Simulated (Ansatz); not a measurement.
**SnH+ (singlet): wB97M-V, HSE06 over a scan of the distance Sn1–H2, def2-TZVPP**

How well do these functionals follow the top wave-function level for SnH+ (singlet) over a scan of the distance Sn1–H2?

Program: Ansatz 0.2.0, Gaussian basis. Level of theory: def2-TZVPP, all electrons in the functionals. These are calculated values, not measurements.

Plan: wB97M-V, HSE06, at 1.443 Å; 1.553 Å; 1.760 Å; 1.899 Å; 2.135 Å; 2.463 Å; 2.863 Å; 3.233 Å; 3.801 Å; 4.814 Å; 5.905 Å.

17 further runs of the same task are left out: 15 that didn't finish, 2 set aside as unsound or not needed.

## 1. What is computed

The geometry derives from a PBE0/def2-TZVP stationary point (not a proven minimum). One bond is set to the value named and the two fragments are kept rigid. No spin-orbit coupling is included. Elements past krypton take def2 core potentials.

2 atoms, charge 1, spin multiplicity 1.

Atoms are counted from 1 here; the program's logs count them from 0.

Bond lengths: Sn1–H2 1.760 Å.

No dispersion term is added; wB97M-V holds VV10 nonlocal correlation. HSE06 is the plane-wave form.

The geometry shown and the zero of energy belong to the point 1.760 Å. The yardstick, FCI, and other wave-function levels (R restricted, U unrestricted, valence and pair active spaces) come from earlier runs.

## 2. wB97M-V, 1.443 Å

The input, in.yaml:

```yaml
crystal:
  periodic: [false, false, false]
  atoms:
    - {symbol: Sn, position_ang: [0.000000, 0.000000, 0.000000]}
    - {symbol: H, position_ang: [0.000000, 0.000000, 1.443000]}
basis:
  gaussian: {orbitals: def2-TZVPP}
total_charge: 1
hamiltonian: {xc: {name: wB97M-V}}
output: {orbitals: {seedname: orbitals}}
```

Launch:

```
$ ansatz run in.yaml --threads 1 --pin off --events-out ev --progress --plain --max-ram 2393MiB
```

After this run come: wB97M-V, 1.553 Å; wB97M-V, 1.760 Å; wB97M-V, 1.899 Å; wB97M-V, 2.135 Å; wB97M-V, 2.463 Å; wB97M-V, 2.863 Å; wB97M-V, 3.233 Å; wB97M-V, 3.801 Å; wB97M-V, 4.814 Å; wB97M-V, 5.905 Å; HSE06, 1.443 Å; HSE06, 1.553 Å; HSE06, 1.760 Å; HSE06, 1.899 Å; HSE06, 2.135 Å; HSE06, 2.463 Å; HSE06, 2.863 Å; HSE06, 3.233 Å; HSE06, 3.801 Å; HSE06, 4.814 Å; HSE06, 5.905 Å.

Before running them: what should the planned runs give, taken together? Wanted: span of the FCI curve; largest miss, wB97M-V; largest miss, HSE06.

**Answer**, as computed:

| quantity | value |
| --- | --- |
| span of the FCI curve | 63.7 kcal/mol |
| largest miss, wB97M-V | +7.3 kcal/mol (2.863 Å) |
| largest miss, HSE06 | +4.1 kcal/mol (2.863 Å) |

What this shows: Of the functionals, HSE06 keep the smallest largest miss at the points compared (at most 4.1 kcal/mol) and wB97M-V strays most (7.3 kcal/mol, at 2.863 Å). wB97M-V, HSE06 clearly break the spin symmetry at some points (⟨S²⟩ up to 1.00 above the pure value), so energy there is bought with a mixed spin. Functionals and the yardstick converge differently with the basis, so part of each miss in def2-TZVPP is the basis.
